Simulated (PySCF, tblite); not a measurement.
**C5H11NO2Si2: geometry, infrared bands and NMR shifts**

Aim: predict the infrared bands and NMR shifts of C5H11NO2Si2 (`CO[SiH2]c1ccc([SiH2]N)o1`).

Computed with tblite 0.8.0 and PySCF 2.14.0, with density-fitted response routines of our own, on a single molecule in the gas phase. Atoms are numbered from 0 throughout.

### Step 1. The molecule as given

21 atoms, charge 0, multiplicity 1; geometry from: force field or distance geometry start.

Bonds of the start (Å): C0–O1 1.37, O1–Si2 1.70, Si2–C3 1.83, C3–C4 1.39, C4–C5 1.38, C5–C6 1.39, C6–Si7 1.85, Si7–N8 1.77, C6–O9 1.33, O9–C3 1.30, C0–H10 1.11, C0–H11 1.13, C0–H12 1.12, Si2–H13 1.49, Si2–H14 1.47, C4–H15 1.10, C5–H16 1.10, Si7–H17 1.46, Si7–H18 1.47, N8–H19 1.06, N8–H20 1.06.

### Step 2. Optimising the geometry with GFN2-xTB

What the job is given:

```
{"job": {"kind": "relax", "xc": "GFN2-xTB", "basis": "xTB"}, "charge": 0, "multiplicity": 1}
C     -4.300400    -0.756700     0.435200
O     -3.451700    -0.060700    -0.384300
Si    -2.245300     0.840100     0.415600
C     -0.538800     0.271300     0.056300
C     -0.169400    -1.057300    -0.075300
C      1.186900    -1.056900    -0.332700
C      1.586500     0.271200    -0.324800
Si     3.281900     0.967700    -0.581700
N      4.508200    -0.228000    -0.119200
O      0.518100     1.017900    -0.077600
H     -4.204700    -1.834900     0.199500
H     -5.383300    -0.488200     0.257600
H     -4.098500    -0.650300     1.528500
H     -2.306400     2.212000    -0.173200
H     -2.511300     0.972500     1.851600
H     -0.831600    -1.933000    -0.003900
H      1.820100    -1.942800    -0.495000
H      3.377200     2.167000     0.246300
H      3.519000     1.351100    -1.979400
H      5.315700    -0.104200    -0.791600
H      4.919000     0.059000     0.811700
```

Run with:

```
$ OMP_NUM_THREADS=1 python probes_run.py task.json out
```

The driver reads the jobs from task.json and runs them one after another.

Standard output:

```text
step      E/eV     max force
  0    -839.36080    2.562
  1    -839.74014    1.329
  2    -839.82430    0.839
  3    -839.88237    0.708
  4    -839.93260    0.649
  5    -839.97201    0.546
  6    -839.99659    0.417
  7    -840.01265    0.275
  8    -840.02240    0.225
  9    -840.03049    0.209
 10    -840.03726    0.216
 11    -840.04349    0.223
 12    -840.05018    0.241
 13    -840.05800    0.253
 14    -840.06582    0.214
 15    -840.07127    0.172
 16    -840.07428    0.129
 17    -840.07669    0.117
 18    -840.07948    0.143
 19    -840.08254    0.130
 20    -840.08506    0.134
 21    -840.08685    0.096
 22    -840.08850    0.087
 23    -840.09049    0.122
 24    -840.09280    0.120
 25    -840.09492    0.100
 26    -840.09664    0.098
 27    -840.09816    0.090
 28    -840.09973    0.119
 29    -840.10132    0.104
 30    -840.10294    0.098
 31    -840.10491    0.116
 32    -840.10766    0.126
 33    -840.11118    0.158
 34    -840.11495    0.199
 35    -840.11693    0.234
 36    -840.12034    0.197
 37    -840.12270    0.140
 38    -840.12527    0.117
 39    -840.12732    0.101
 40    -840.12944    0.104
 41    -840.13163    0.096
 42    -840.13349    0.097
 43    -840.13333    0.252
 44    -840.13530    0.058
 45    -840.13572    0.048
 46    -840.13653    0.050
 47    -840.13707    0.065
 48    -840.13785    0.052
 49    -840.13845    0.051
 50    -840.13890    0.047
 51    -840.13920    0.039
 52    -840.13951    0.053
 53    -840.13985    0.056
 54    -840.14030    0.047
 55    -840.14066    0.051
 56    -840.14107    0.039
 57    -840.14137    0.049
 58    -840.14162    0.049
 59    -840.14186    0.039
 60    -840.14214    0.036
 61    -840.14242    0.038
 62    -840.14269    0.037
 63    -840.14295    0.033
 64    -840.14319    0.040
 65    -840.14337    0.035
 66    -840.14351    0.035
 67    -840.14365    0.035
 68    -840.14384    0.034
 69    -840.14405    0.031
 70    -840.14423    0.028
 71    -840.14436    0.027
 72    -840.14450    0.026
 73    -840.14467    0.031
 74    -840.14487    0.029
 75    -840.14505    0.043
 76    -840.14523    0.036
 77    -840.14542    0.046
 78    -840.14567    0.038
 79    -840.14598    0.035
 80    -840.14631    0.060
 81    -840.14666    0.069
 82    -840.14717    0.059
 83    -840.14767    0.053
 84    -840.14804    0.062
 85    -840.14833    0.059
 86    -840.14867    0.052
 87    -840.14923    0.074
 88    -840.14977    0.068
 89    -840.15043    0.098
 90    -840.15099    0.072
 91    -840.15148    0.049
 92    -840.15190    0.055
 93    -840.15229    0.058
 94    -840.15287    0.058
 95    -840.15334    0.052
 96    -840.15388    0.042
 97    -840.15457    0.046
 98    -840.15534    0.069
 99    -840.15603    0.068
100    -840.15657    0.052
101    -840.15702    0.052
102    -840.15757    0.053
103    -840.15844    0.071
104    -840.15945    0.076
105    -840.16024    0.106
106    -840.16104    0.066
107    -840.16178    0.058
108    -840.16255    0.073
109    -840.16412    0.086
110    -840.16577    0.097
111    -840.16718    0.079
112    -840.16824    0.064
113    -840.16905    0.068
114    -840.16969    0.065
115    -840.17023    0.057
116    -840.17056    0.064
117    -840.17088    0.049
118    -840.17139    0.063
119    -840.17195    0.060
120    -840.17242    0.044
121    -840.17277    0.039
122    -840.17305    0.045
123    -840.17337    0.051
124    -840.17385    0.053
125    -840.17444    0.054
126    -840.17504    0.063
127    -840.17567    0.045
128    -840.17619    0.047
129    -840.17662    0.040
130    -840.17696    0.034
131    -840.17715    0.026
132    -840.17725    0.024
133    -840.17736    0.024
134    -840.17744    0.019
135    -840.17753    0.024
136    -840.17766    0.027
137    -840.17781    0.027
138    -840.17794    0.022
139    -840.17804    0.022
140    -840.17812    0.019
141    -840.17821    0.023
142    -840.17832    0.022
143    -840.17844    0.023
144    -840.17857    0.025
145    -840.17872    0.030
146    -840.17891    0.032
147    -840.17914    0.034
148    -840.17940    0.033
149    -840.17964    0.029
150    -840.17984    0.030
151    -840.17999    0.032
152    -840.18012    0.022
153    -840.18022    0.023
154    -840.18028    0.021
155    -840.18034    0.016
156    -840.18040    0.016
157    -840.18044    0.013
158    -840.18047    0.014
159    -840.18049    0.011
160    -840.18050    0.009
```

Run time: 1.7 s. Hardware: 1 thread of Arm Neoverse V1, shared host; peak memory 0.18 GiB.

Along the way: (not every step is listed)

```
step  energy from step 0 (eV)  largest force (eV/Å)
   0                   0.0000                2.5624
   1                  -0.3793                1.3285
   2                  -0.4635                0.8390
   3                  -0.5216                0.7079
   4                  -0.5718                0.6490
   5                  -0.6112                0.5457
   6                  -0.6358                0.4175
   7                  -0.6518                0.2751
   8                  -0.6616                0.2248
  22                  -0.7277                0.0872
  36                  -0.7595                0.1972
  50                  -0.7781                0.0467
  64                  -0.7824                0.0400
  78                  -0.7849                0.0379
  92                  -0.7911                0.0548
 106                  -0.8002                0.0655
 120                  -0.8116                0.0436
 134                  -0.8166                0.0195
 148                  -0.8186                0.0333
 155                  -0.8195                0.0164
 156                  -0.8196                0.0158
 157                  -0.8196                0.0135
 158                  -0.8197                0.0140
 159                  -0.8197                0.0114
 160                  -0.8197                0.0094
```

Distances of close pairs at the start and the end, largest changes first:

```
   bond  before (Å)  after (Å)  change (Å)
 O1–Si2       1.705      1.622      -0.083
  C3–O9       1.301      1.355      +0.054
 N8–H19       1.058      1.007      -0.051
 Si7–N8       1.774      1.723      -0.051
 N8–H20       1.057      1.008      -0.050
 Si2–C3       1.834      1.878      +0.044
Si2–H13       1.494      1.455      -0.040
 C0–H11       1.130      1.091      -0.039
```

The next job starts from the end point, and lists it.

### Step 3. Infrared spectrum with GFN2-xTB

What the job is given:

```
{"job": {"kind": "ir", "xc": "GFN2-xTB", "basis": "xTB"}, "charge": 0, "multiplicity": 1}
C     -4.041957    -0.906559     0.460684
O     -3.533450     0.301926    -0.012483
Si    -2.232105     1.161054     0.433237
C     -0.611922     0.278105     0.084006
C     -0.256062    -1.041052    -0.061790
C      1.129527    -1.066415    -0.303497
C      1.553924     0.236864    -0.289627
Si     3.214587     1.044916    -0.581940
N      4.368793    -0.200605    -0.287275
O      0.496676     1.044038    -0.055345
H     -3.363545    -1.731808     0.233355
H     -4.997960    -1.086254    -0.033278
H     -4.198824    -0.869234     1.541387
H     -2.420639     2.315652    -0.431088
H     -2.268020     1.476940     1.870010
H     -0.914464    -1.885688    -0.004081
H      1.746465    -1.926401    -0.469339
H      3.293795     2.235510     0.279892
H      3.410580     1.422470    -1.984080
H      5.342209    -0.009358    -0.458544
H      4.273473    -0.777158     0.533433
```

Standard output:

```text
mode    cm-1     km/mol
  1     -18.5      0.44
  2      26.7      0.27
  3      52.6      1.16
  4      70.1      0.05
  5      99.9      1.89
  6     103.9      1.10
  7     154.0      0.39
  8     158.8      8.43
  9     200.1      8.29
 10     226.1      9.96
 11     240.8      6.99
 12     311.3     10.45
 13     416.8     18.85
 14     497.7     46.89
 15     502.1     38.48
 16     515.2    118.33
 17     532.9    209.56
 18     560.4     32.15
 19     606.9     12.62
 20     620.2     19.59
 21     642.3     14.88
 22     707.1    308.34
 23     729.6     42.83
 24     761.9    315.08
 25     786.2    394.50
 26     800.0    131.98
 27     813.4      7.12
 28     832.9    233.88
 29     844.8      3.03
 30     894.2    107.84
 31     926.4    118.55
 32     948.8     13.21
 33    1048.0     19.86
 34    1127.3     14.81
 35    1129.5     38.47
 36    1139.2     41.16
 37    1164.3    259.17
 38    1174.6     49.48
 39    1200.1     42.26
 40    1349.4      0.53
 41    1414.6      0.67
 42    1442.4      6.88
 43    1482.9      4.17
 44    1485.0      2.86
 45    1523.8     60.38
 46    1541.3     35.52
 47    2174.0    170.85
 48    2178.4    543.85
 49    2239.5    266.80
 50    2334.6    257.86
 51    2949.0     41.44
 52    2961.2     33.46
 53    2987.3     34.15
 54    3155.6     33.85
 55    3175.1     30.53
 56    3475.4      5.10
 57    3511.5      1.94
```

It took 1.2 s on 1 thread of Arm Neoverse V1, shared host; peak memory 0.18 GiB.

Which atoms move in the most intense modes:

```
cm⁻¹  km/mol                                  atoms
 707   308.3                     H17 43 %, H18 33 %
 762   315.1                     H14 54 %, H13 38 %
 786   394.5  Si2 37 %, H13 20 %, O1 14 %, H14 12 %
 833   233.9  H20 28 %, H19 27 %, H17 13 %, N8 10 %
1164   259.2                       O1 51 %, C0 28 %
2178   543.9                     H14 83 %, H17 13 %
2240   266.8                               H18 93 %
2335   257.9                               H13 97 %
```

### Step 4. Shielding tensors: PBE0/pcSseg-1

Same as in step 3 but for these lines:

```diff
@@ -1,2 +1,2 @@
-{"job": {"kind": "ir", "xc": "GFN2-xTB", "basis": "xTB"}, "charge": 0, "multiplicity": 1}
+{"job": {"kind": "nmr", "xc": "PBE0", "basis": "pcSseg-1"}, "charge": 0, "multiplicity": 1}
 C     -4.041957    -0.906559     0.460684
```

Level: GIAO PBE0/pcSseg-1 NMR shielding, non-relativistic, gas phase.

Standard output:

```text
coarse grid: 18736 points
cycle   1  E = -980.3887109918  dE =  1.551e+00  |g| = 8.291e-01  |ddm| = 4.278e+00
cycle   2  E = -980.2301583970  dE =  1.586e-01  |g| = 1.238e+00  |ddm| = 1.744e+00
cycle   3  E = -980.5186442983  dE = -2.885e-01  |g| = 1.166e-01  |ddm| = 1.172e+00
cycle   4  E = -980.5207756026  dE = -2.131e-03  |g| = 5.462e-02  |ddm| = 1.310e-01
cycle   5  E = -980.5213752745  dE = -5.997e-04  |g| = 1.388e-02  |ddm| = 5.404e-02
cycle   6  E = -980.5214073149  dE = -3.204e-05  |g| = 6.549e-03  |ddm| = 1.575e-02
cycle   7  E = -980.5214176412  dE = -1.033e-05  |g| = 1.133e-03  |ddm| = 6.360e-03
cycle   8  E = -980.5214179049  dE = -2.637e-07  |g| = 4.101e-04  |ddm| = 1.365e-03
final grid: 172392 points
cycle   9  E = -980.5958506275  dE = -2.930e-05  |g| = 1.351e-02  |ddm| = 4.101e-02
cycle  10  E = -980.5958008130  dE =  4.981e-05  |g| = 2.134e-02  |ddm| = 2.165e-02
cycle  11  E = -980.5958831888  dE = -8.238e-05  |g| = 2.490e-03  |ddm| = 1.440e-02
cycle  12  E = -980.5958845998  dE = -1.411e-06  |g| = 4.321e-04  |ddm| = 2.387e-03
cycle  13  E = -980.5958846330  dE = -3.319e-08  |g| = 1.767e-04  |ddm| = 4.750e-04
cycle  14  E = -980.5958846397  dE = -6.750e-09  |g| = 3.530e-05  |ddm| = 1.818e-04
cycle  15  E = -980.5958846400  dE = -2.383e-10  |g| = 1.398e-05  |ddm| = 4.669e-05
converged SCF energy = -980.5958846400

GIAO shielding tensors (ppm)
atom      isotropic    diamagn.    paramagn.     s11        s22        s33       span
  0 C      132.372     243.638    -111.266    106.409    106.984    183.721     77.312
  1 O      338.258     394.722     -56.464    277.773    351.138    385.862    108.089
  2 Si     385.248     881.138    -495.890    342.254    355.286    458.204    115.950
  3 C       21.848     260.639    -238.791    -51.105     10.188    106.461    157.567
  4 C       59.413     257.656    -198.243    -38.666     60.147    156.759    195.426
  5 C       59.033     257.436    -198.403    -41.884     59.226    159.758    201.643
  6 C       24.105     257.282    -233.177    -47.595     13.218    106.692    154.287
  7 Si     398.127     880.489    -482.362    354.853    387.530    451.998     97.146
  8 N      264.897     315.062     -50.166    225.351    261.865    307.474     82.122
  9 O        1.432     401.226    -399.794   -152.576   -106.550    263.421    415.997
 10 H       27.582      31.459      -3.877     22.005     27.337     33.403     11.398
 11 H       27.543      26.170       1.372     23.232     25.317     34.079     10.847
 12 H       27.877      27.941      -0.065     24.392     25.369     33.868      9.475
 13 H       26.491      30.091      -3.600     21.950     25.949     31.573      9.623
 14 H       26.230      29.963      -3.734     22.742     25.427     30.520      7.778
 15 H       24.487      35.173     -10.686     21.989     23.961     27.511      5.522
 16 H       24.390      34.526     -10.136     21.810     23.691     27.669      5.859
 17 H       26.242      29.346      -3.104     21.971     25.338     31.416      9.446
 18 H       26.434      28.760      -2.326     23.186     24.917     31.200      8.014
 19 H       31.601      25.919       5.682     23.691     26.971     44.139     20.448
 20 H       31.518      31.876      -0.358     23.857     28.974     41.722     17.865
```

Wall time 78 s (1 thread of Arm Neoverse V1, shared host); peak memory 1.1 GiB.

The references, computed at this level on geometries of the same kind, shield at (ppm): 1H TMS 31.72, 13C TMS 186.9, 29Si TMS 349.2, 15N NH3 267.7, 17O H2O 336.1. Their shielding less the atom's gives the shift. The references are single molecules in the gas phase, so shifts against H2O, NH3, PH3, H3PO4 or CFCl3 are not on the usual liquid scales and can be off by tens of ppm. Atoms listed in one row are averaged.

```
        atoms                                          environment  σ (ppm)  δ (ppm)  δ scaled to CDCl3
           C3  substituted aromatic carbon next to the ring oxygen     21.8    165.1              159.2
           C6  substituted aromatic carbon next to the ring oxygen     24.1    162.8              157.0
           C5                                          aromatic CH     59.0    127.9              122.9
           C4                                          aromatic CH     59.4    127.5              122.5
           C0                            methyl carbon bonded to O    132.4     54.6               51.3
          H16                           hydrogen on an aromatic CH    24.39     7.33               7.01
          H15                           hydrogen on an aromatic CH    24.49     7.23               6.92
     H17, H18                 hydrogen on a silicon bonded to C, N    26.34     5.38                  –
     H13, H14                 hydrogen on a silicon bonded to C, O    26.36     5.36                  –
H10, H11, H12              hydrogen on a methyl carbon bonded to O    27.67     4.05               3.92
     H19, H20                  hydrogen on a nitrogen bonded to Si    31.56     0.16                  –
           O9                                 aromatic ring oxygen      1.4    334.6                  –
           O1                               oxygen bonded to C, Si    338.3     -2.2                  –
          Si2                          silicon bonded to C, O, 2 H    385.2    -36.1                  –
          Si7                          silicon bonded to C, N, 2 H    398.1    -49.0                  –
           N8                           nitrogen bonded to Si, 2 H    264.9      2.8                  –
```

The scaled column applies a straight-line fit of computed shieldings to shifts measured in CDCl3 (root-mean-square error 0.16 ppm for H, 1.9 ppm for C).

The run also stored atomic charges by several schemes (e):

```
atoms  Mulliken    IAO  Hirshfeld  ESP fit
   C0     -0.01  -0.19      -0.03    -0.13
   O1     -0.63  -0.63      -0.22    -0.36
  Si2      0.90   1.02       0.39     0.50
   C3     -0.08  -0.15      -0.05     0.12
   C4     -0.15  -0.21      -0.09    -0.35
   C5     -0.12  -0.21      -0.08    -0.20
   C6     -0.07  -0.13      -0.04     0.03
  Si7      0.80   0.91       0.36     0.68
   N8     -0.63  -0.85      -0.32    -1.07
   O9     -0.39  -0.22      -0.06    -0.23
```

Mayer bond orders: C0–O1 0.89, O1–Si2 1.01, Si2–C3 0.84, C3–C4 1.54, C4–C5 1.29, C5–C6 1.53, C6–Si7 0.88, Si7–N8 1.05, C6–O9 1.03, O9–C3 1.03.

Ring of atoms C3, C4, C5, C6, O9: NICS(0) -11.7, NICS(1) -11.1, NICS(1)zz -28.3 ppm (means of both faces).

The fields below are evaluated on a grid from the run's orbitals.

Frontier orbitals at PBE0/pcSseg-1, with the share of their density that lies nearest to each atom:

```
orbital  energy (eV)                                                 lies on
   HOMO        -6.66          C3, C6 about 30 % each; C4, C5 about 11 % each
   LUMO        -0.44  C3, C6 about 21 % each; O9 14 %; C4, C5 about 8 % each
```

ELF in a plane through or near 13 of the atoms.

Ten even steps from '0' (0.00) to '9' (1.00):
```
0000000000000000000000000000
0000000000000000000000000000
0000000000000000000000000000
0000000010000000586100000000
0000001673000001899300000000
0000003996003201899200000000
0000003995028701311221000000
0000002112137726283775000000
0000002483755558712883000000
0003646227726523836772110000
0009994835544288200333871000
0008987820463785300874882000
0002668710443918913994550000
0000025402996469931992000000
0000001004996039910780000000
0000000002993006600010000000
0000000000000000000000000000
0000000000000000000000000000
0000000000000000000000000000
0000000000000000000000000000
```
The map spans 15.9 Å across and 10.2 Å up, centred on the molecule. Atoms in the plane (x, y in Å): C0 (4.1, -0.5), Si2 (2.2, 1.4), C3 (0.6, 0.3), C4 (0.3, -1.0), C5 (-1.1, -1.2), C6 (-1.6, 0.1), Si7 (-3.3, 0.8), N8 (-4.3, -0.6), O9 (-0.6, 1.0), H10 (3.5, -1.4), H15 (1.1, -1.8), H16 (-1.6, -2.1), H19 (-5.3, -0.5).

On the surface of density 0.002 e/bohr³ the electrostatic potential runs, from the 1st to the 99th percentile, from -1.24 V near O1 to 1.52 V near H19.

### Step 5. What came out

| quantity | value |
| --- | --- |
| strongest single infrared mode (GFN2-xTB) | 2178 cm⁻¹, 544 km/mol |
| zero-point energy (GFN2-xTB) | 92.8 kcal/mol |
| 13C shifts against TMS (PBE0/pcSseg-1) | 165.1, 162.8, 127.9, 127.5, 54.6 ppm |
| 1H shifts against TMS (PBE0/pcSseg-1, means over atoms taken as alike) | 7.33, 7.23, 5.38, 5.36, 4.05, 0.16 ppm |
| 17O shifts against H2O (PBE0/pcSseg-1) | 334.6, -2.2 ppm |
| 29Si shifts against TMS (PBE0/pcSseg-1) | -36.1, -49.0 ppm |
| 15N shifts against NH3 (PBE0/pcSseg-1) | 2.8 ppm |
| surface potential, 1st and 99th percentile | -1.24 V and 1.52 V |

In words: Relaxing lowered the energy by 0.820 eV in 160 steps; the close pair that moved most is O1–Si2, from 1.705 to 1.622 Å. The lowest mode is slightly imaginary (18i cm⁻¹), a soft motion within the noise of the Hessian, so the minimum is not strictly shown. The strongest single mode, at 2178 cm⁻¹, moves mainly H14. GFN2-xTB is a fitted tight-binding method: band positions and strengths are rough. Its intensities can rank the bands wrongly. At PBE0/pcSseg-1: The largest span, 416 ppm, is at O9, where the paramagnetic term is -400 ppm. NICS(1)zz of -28 ppm above the planar ring from C3 marks a diatropic (aromatic) ring current. By nearest atom (PBE0/pcSseg-1), the HOMO sits on C3, C6 about 30 % each; C4, C5 about 11 % each and the LUMO on C3, C6 about 21 % each; O9 14 %.
